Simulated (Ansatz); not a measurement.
# GeH₇NSi: a ladder of functionals and wavefunction methods

An exercise on one series of results from a longer session: the logs are not shown, and one member is left open.

Program: Ansatz 0.2.0, Gaussian basis. Level of theory: functionals in def2-TZVPP, the program's frozen cores in correlated methods. These are calculated values, not measurements.

The runs, in order: LDA (SPW92), PBE-D4, revPBE-D4, BLYP-D4, r2SCAN-D4, B97M-V, PBE0-D4, B3LYP-D4, r2SCANh-D4, r2SCAN0-D4, HSE06-D4, BHLYP-D4, CAM-B3LYP-D4, LC-ωPBE, ωB97X-V, ωB97M-V, B2PLYP, PBE-QIDH; CCSD(T)/def2-SVP; CCSD(T)/def2-TZVPP; MP2/def2-QZVPP; extrapolation to the limit; RPA on PBE.

### Structure used throughout

All runs share one geometry, relaxed beforehand with PBE0-D4 in a triple-zeta def2 set.

SMILES `[SiH3][NH][GeH3]`, 10 atoms, charge 0, spin multiplicity 1.

Atoms are counted from 1 here; the program's logs count them from 0.

Bond lengths: Si1–N2 1.718 Å, Si1–H4 1.486 Å, Si1–H5 1.489 Å, Si1–H6 1.492 Å, N2–Ge3 1.839 Å, N2–H7 1.009 Å, Ge3–H8 1.534 Å, Ge3–H9 1.543 Å, Ge3–H10 1.538 Å. Angles: N2–Si1–H4 107.3°, N2–Si1–H5 110.3°, N2–Si1–H6 114.2°, H4–Si1–H5 110.0°, H4–Si1–H6 107.9°, H5–Si1–H6 107.0°, Si1–N2–Ge3 127.5°, Si1–N2–H7 117.0°, Ge3–N2–H7 114.2°, N2–Ge3–H8 106.7°, N2–Ge3–H9 111.7°, N2–Ge3–H10 108.4°, H8–Ge3–H9 109.9°, H8–Ge3–H10 111.3°, H9–Ge3–H10 108.9°.

The first run:

The input, in.yaml:

```yaml
crystal:
  periodic: [false, false, false]
  atoms:
    - {symbol: Si, position_ang: [-1.146787, 0.522250, -0.945597]}
    - {symbol: N, position_ang: [0.461357, 0.319059, -0.375660]}
    - {symbol: Ge, position_ang: [1.020062, -0.675791, 1.066217]}
    - {symbol: H, position_ang: [-1.923733, -0.668457, -0.512929]}
    - {symbol: H, position_ang: [-1.160247, 0.627163, -2.430535]}
    - {symbol: H, position_ang: [-1.835465, 1.735844, -0.416073]}
    - {symbol: H, position_ang: [1.159104, 0.952931, -0.736542]}
    - {symbol: H, position_ang: [-0.018890, -1.787371, 1.262444]}
    - {symbol: H, position_ang: [1.119882, 0.180441, 2.345620]}
    - {symbol: H, position_ang: [2.407818, -1.257169, 0.745853]}
basis:
  gaussian: {orbitals: def2-TZVPP}
hamiltonian: {xc: lda}
output: {orbitals: {seedname: orbitals}}
```

Among the steps run: LDA; PBE-D4 (GGA); revPBE-D4 (GGA); BLYP-D4 (GGA); r2SCAN-D4 (meta-GGA); B97M-V (meta-GGA); PBE0-D4 (hybrid); B3LYP-D4 (hybrid); r2SCANh-D4 (hybrid); r2SCAN0-D4 (hybrid); HSE06-D4 (hybrid); BHLYP-D4 (hybrid); CAM-B3LYP-D4 (range-separated); LC-ωPBE-D4 (range-separated; the results give it without D4); ωB97X-V (range-separated); ωB97M-V (range-separated); B2PLYP (double hybrid); PBE-QIDH (double hybrid).

One table of the session follows, with a row left open; its other results are not shown here.

It belongs to the step «Frontier levels by functional». 

```
  functional  HOMO (eV)  gap (eV)
 LDA (SPW92)      -6.03      4.94
      PBE-D4          ?         ?
   revPBE-D4      -5.90      5.17
     BLYP-D4      -5.82      5.09
   r2SCAN-D4      -6.24      5.79
      B97M-V      -6.41      5.69
     PBE0-D4      -7.28      7.27
    B3LYP-D4      -7.05      6.81
  r2SCANh-D4      -6.73      6.56
  r2SCAN0-D4      -7.48      7.72
    HSE06-D4      -6.88      6.50
    BHLYP-D4      -8.54      9.34
CAM-B3LYP-D4      -8.65      9.58
     LC-ωPBE     -10.01     12.16
     ωB97X-V      -9.67     11.63
     ωB97M-V      -9.56     11.19
```

Estimate the missing values for PBE-D4.

As computed: HOMO (eV): -5.94; gap (eV): 5.10. In the column «HOMO (eV)» it lies between LDA (SPW92) (-6.03) and revPBE-D4 (-5.90).
